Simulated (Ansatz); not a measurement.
# KHCO2: lattice vibrations and screening

This session takes KHCO2 and sets out to find the equilibrium cell, relax to small forces and stress and compute the phonons at Γ and, if it has a gap, its response to an electric field.

Computed with Ansatz 0.2.0 (DFT LDA, scalar-relativistic, plane waves, PAW, unless a step's input says otherwise).

## Step 1: Starting point

The structure is orthorhombic, space group Cmcm (No. 63). Conventional cell: a = 5.931 Å, b = 6.951 Å, c = 7.052 Å, α = 90.00°, β = 90.00°, γ = 90.00°. K (site symmetry 2/m) is surrounded by 8 O at 2.85 to 3.03 Å. Around H (site symmetry m2m) lie 1 C at 1.11 Å. C (site symmetry m2m) is surrounded by 1 H at 1.11 Å and 2 O at 1.27 Å. O (site symmetry m) is surrounded by 1 C at 1.27 Å.

Structure file:

```
CELL_PARAMETERS angstrom
2.96560 -3.47558 0.00000
2.96560 3.47558 0.00000
0.00000 0.00000 7.05183
ATOMIC_POSITIONS crystal
K 0.00000 0.00000 0.50000
K 0.00000 0.00000 0.00000
H 0.44160 0.55840 0.25000
H 0.55840 0.44160 0.75000
C 0.60184 0.39816 0.25000
C 0.39816 0.60184 0.75000
O 0.49474 0.12338 0.25000
O 0.12338 0.49474 0.75000
O 0.50526 0.87662 0.75000
O 0.87662 0.50526 0.25000
```

The structure comes from the Materials Project (structure only).

(A quick probe on a coarse mesh, which set the mesh and smearing, is not shown.)

## Step 3: Rough relaxation on the coarse mesh

input.yaml

```yaml
crystal:
  lattice:
    - [2.965597, -3.475583, 0.0]
    - [2.965597, 3.475583, 0.0]
    - [0.0, 0.0, 7.05183]
  atoms:
    - { symbol: K, position: [0.0, 0.0, 0.5] }
    - { symbol: K, position: [0.0, 0.0, 0.0] }
    - { symbol: H, position: [0.441602, 0.558398, 0.25] }
    - { symbol: H, position: [0.558398, 0.441602, 0.75] }
    - { symbol: C, position: [0.601836, 0.398164, 0.25] }
    - { symbol: C, position: [0.398164, 0.601836, 0.75] }
    - { symbol: O, position: [0.49474, 0.123376, 0.25] }
    - { symbol: O, position: [0.123376, 0.49474, 0.75] }
    - { symbol: O, position: [0.50526, 0.876624, 0.75] }
    - { symbol: O, position: [0.876624, 0.50526, 0.25] }
basis:
  ecutwfc: 420
kpoints:
  mp_grid: { grid: [4, 4, 4] }
hamiltonian:
  xc: lda
scf:
  occupations: { method: gaussian, width: 0.1 }
output:
  forces: true
  stress: true
  eigenvalues: true
relax:
  adjacent_minimum: "off"
  f_tol: 0.05
  max_steps: 80
  cell: { stress_tol: 0.5 }
```

The run is started by

```console
$ ansatz run input.yaml --threads 4 --pin off --max-ram 10240MiB --backend cpu --events-out ev --progress --plain --runs-dir out
```

Further runs follow: the relaxation; a stricter relaxation; phonons at the zone centre.

Q: Predict the outcome of this session. Wanted: relaxed cell; volume; formation energy; optical modes at Γ; ε∞, principal values; ε0 with the ions free; mean Born charges; LO modes for q along z.

As calculated:

| quantity | value |
| --- | --- |
| relaxed cell (conventional) | a = 5.726 Å, b = 6.521 Å, c = 6.638 Å, α = 90.00°, β = 90.00°, γ = 90.00° |
| space group (0.01 Å) | Cmcm (No. 63) |
| volume | 12.39 Å³/atom |
| formation energy (elements from runs with the same settings, not shown) | -1.48 eV/atom |
| optical modes at Γ (without the LO field) | 79 to 2842 cm⁻¹ |
| ε∞, principal values | 2.11, 2.43, 2.70 |
| ε0 with the ions free | 4.5, 5.0, 5.6 |
| mean Born charges | K +1.18, H +0.05, C +1.41, O -1.32 e |
| LO modes for q along z | 106, 127, 266 cm⁻¹ |

In words: Relaxation lowered the volume by 14.7 %. No zone-centre mode is imaginary. That tests stability at Γ alone. Of the static screening, 52 % comes from the ions' motion, most of it from the mode at 169 cm⁻¹.
